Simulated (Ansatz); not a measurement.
# C2H9GaOS: the cost of one run

The runs use Ansatz 0.2.0, Gaussian basis; the settings change from run to run.

**1. The molecule**

The geometry comes from an earlier relaxation with PBE0-D4 in a triple-zeta def2 set; it is a stationary point, not always the lowest conformer.

14 atoms, charge 0, spin multiplicity 1.

Atoms are counted from 1 here; the program's logs count them from 0.

Bond lengths: C1–Ga2 1.972 Å, C1–H6 1.093 Å, C1–H7 1.093 Å, C1–H8 1.092 Å, Ga2–C3 1.965 Å, Ga2–O4 2.217 Å, Ga2–S5 2.283 Å, C3–H9 1.092 Å, C3–H10 1.092 Å, C3–H11 1.093 Å, O4–H12 0.963 Å, O4–H13 0.974 Å, S5–H14 1.343 Å. Angles: Ga2–C1–H6 111.4°, Ga2–C1–H7 110.0°, Ga2–C1–H8 111.7°, H6–C1–H7 107.4°, H6–C1–H8 108.7°, H7–C1–H8 107.4°, C1–Ga2–C3 127.9°, C1–Ga2–O4 98.9°, C1–Ga2–S5 112.5°, C3–Ga2–O4 101.4°, C3–Ga2–S5 115.9°, O4–Ga2–S5 87.6°, Ga2–C3–H9 110.8°, Ga2–C3–H10 111.1°, Ga2–C3–H11 110.4°, H9–C3–H10 108.4°, H9–C3–H11 108.0°, H10–C3–H11 108.0° and more.

**2. r2SCANh/def2-SVP**

Set apart from the defaults: coordinates scaled by 0.96, relativity set to none.

in.yaml reads:

```yaml
crystal:
  periodic: [false, false, false]
  atoms:
    - {symbol: C, position_ang: [-1.874576, 0.383391, 0.172957]}
    - {symbol: Ga, position_ang: [-0.012556, 0.262035, -0.147095]}
    - {symbol: C, position_ang: [1.393745, 0.859914, 0.959375]}
    - {symbol: O, position_ang: [0.207811, -1.850086, -0.001594]}
    - {symbol: S, position_ang: [0.461295, 0.072718, -2.278205]}
    - {symbol: H, position_ang: [-2.122611, 0.033046, 1.130543]}
    - {symbol: H, position_ang: [-2.184848, 1.383883, 0.115558]}
    - {symbol: H, position_ang: [-2.426433, -0.157143, -0.536241]}
    - {symbol: H, position_ang: [2.287400, 0.365352, 0.724966]}
    - {symbol: H, position_ang: [1.177089, 0.690423, 1.971033]}
    - {symbol: H, position_ang: [1.548479, 1.889095, 0.828696]}
    - {symbol: H, position_ang: [-0.595693, -2.286316, 0.135979]}
    - {symbol: H, position_ang: [0.398845, -1.925989, -0.913515]}
    - {symbol: H, position_ang: [1.729669, 0.251645, -2.134812]}
basis:
  gaussian: {orbitals: def2-SVP}
hamiltonian: {xc: {name: r2SCANh}, pseudopotentials: {relativity: none}}
output: {forces: true}
```

Started as:

```
ansatz run in.yaml --threads 4 --pin off --events-out ev --progress --plain --max-ram 11315MiB
```

Q: Estimate wall time and peak memory on 4 threads of Arm Neoverse V1, shared host.

About 6 s, with a peak of 0.69 GiB.
